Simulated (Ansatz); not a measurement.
**CCl₂GeN radical: one species, many methods**

One table from this session's results is given with a row withheld; the runs are named, their logs left out.

The runs use Ansatz 0.2.0, Gaussian basis; functionals in def2-TZVPP, the program's frozen cores in correlated methods.

Levels to be run: LDA (SPW92), PBE-D4, revPBE-D4, BLYP-D4, r2SCAN-D4, B97M-V, PBE0-D4, B3LYP-D4, r2SCANh-D4, r2SCAN0-D4, HSE06-D4, BHLYP-D4, CAM-B3LYP-D4, LC-ωPBE, ωB97X-V, ωB97M-V, B2PLYP, PBE-QIDH; CCSD(T)/def2-SVP; CCSD(T)/def2-TZVPP; MP2/def2-QZVPP; extrapolation to the limit; RPA on PBE.

## Structure used throughout

The geometry comes from an earlier relaxation with PBE0-D4 in a triple-zeta def2 set; it is a stationary point.

SMILES `N#[C][Ge]([Cl])[Cl]`, 5 atoms, charge 0, spin multiplicity 2.

Atoms are counted from 1 here; the program's logs count them from 0.

Bond lengths: N1–C2 1.153 Å, C2–Ge3 1.927 Å, Ge3–Cl4 2.135 Å, Ge3–Cl5 2.135 Å. Angles: N1–C2–Ge3 173.8°, C2–Ge3–Cl4 106.8°, C2–Ge3–Cl5 106.8°, Cl4–Ge3–Cl5 110.5°.

Coordinates:

```xyz
5

N     1.4252   -1.4394    1.2650
C     0.6754   -0.7259    0.7572
Ge   -0.6664    0.4897    0.0964
Cl   -1.7543   -0.5534   -1.4151
Cl    0.3699    2.1554   -0.7449
```

The first run:

Contents of in.yaml:

```yaml
crystal:
  periodic: [false, false, false]
  atoms:
    - {symbol: N, position_ang: [1.425156, -1.439390, 1.265031]}
    - {symbol: C, position_ang: [0.675449, -0.725923, 0.757191]}
    - {symbol: Ge, position_ang: [-0.666442, 0.489745, 0.096383]}
    - {symbol: Cl, position_ang: [-1.754305, -0.553421, -1.415101]}
    - {symbol: Cl, position_ang: [0.369942, 2.155388, -0.744905]}
basis:
  gaussian: {orbitals: def2-TZVPP}
magnetization: {spin_polarized: true, initial_magnetization: 1}
hamiltonian: {xc: lda}
output: {orbitals: {seedname: orbitals}}
```

Run with:

```bash
$ ansatz run in.yaml --threads 4 --pin off --events-out ev --progress --plain --max-ram 10444MiB
```

Among the steps run: LDA; PBE-D4 (GGA); revPBE-D4 (GGA); BLYP-D4 (GGA); r2SCAN-D4 (meta-GGA); B97M-V (meta-GGA); B3LYP-D4 (hybrid); r2SCANh-D4 (hybrid); r2SCAN0-D4 (hybrid); HSE06-D4 (hybrid); BHLYP-D4 (hybrid); CAM-B3LYP-D4 (range-separated); LC-ωPBE (range-separated); ωB97X-V (range-separated); ωB97M-V (range-separated); B2PLYP (double hybrid); PBE-QIDH (double hybrid).

One of the session's tables, all rows but one given; the rest of the session is left out.

It belongs to the step «Orbital energies across the functionals». 

| functional | HOMO (eV) | LUMO (eV) | gap (eV) |
| --- | --- | --- | --- |
| LDA (SPW92) | -6.76 | -5.97 | 0.78 |
| PBE-D4 | -6.66 | -5.58 | 1.08 |
| revPBE-D4 | -6.63 | -5.44 | 1.19 |
| BLYP-D4 | -6.48 | -5.59 | 0.89 |
| r2SCAN-D4 | -7.11 | -5.31 | 1.79 |
| B97M-V | -6.94 | -5.63 | 1.30 |
| PBE0-D4 | -7.91 | -4.75 | 3.16 |
| B3LYP-D4 | -7.63 | -5.13 | 2.50 |
| r2SCANh-D4 | ? | ? | ? |
| r2SCAN0-D4 | -8.22 | -4.53 | 3.69 |
| HSE06-D4 | -7.52 | -5.12 | 2.40 |
| BHLYP-D4 | -8.97 | -3.96 | 5.01 |
| CAM-B3LYP-D4 | -9.16 | -3.88 | 5.28 |
| LC-ωPBE | -10.56 | -2.48 | 8.08 |
| ωB97X-V | -10.06 | -2.87 | 7.18 |
| ωB97M-V | -9.89 | -2.93 | 6.96 |

Q: Estimate the row for r2SCANh-D4 from the others.

Worked estimate for «HOMO (eV)». Against the share of exact exchange, r2SCAN-D4 (0, -7.11), r2SCAN0-D4 (0.25, -8.22) give a slope of -4.44 per unit share; at 0.1 the line stands at -7.55.

The run gave: HOMO (eV): -7.55; LUMO (eV): -5.00; gap (eV): 2.55. In «HOMO (eV)» the line misses by 0.00.
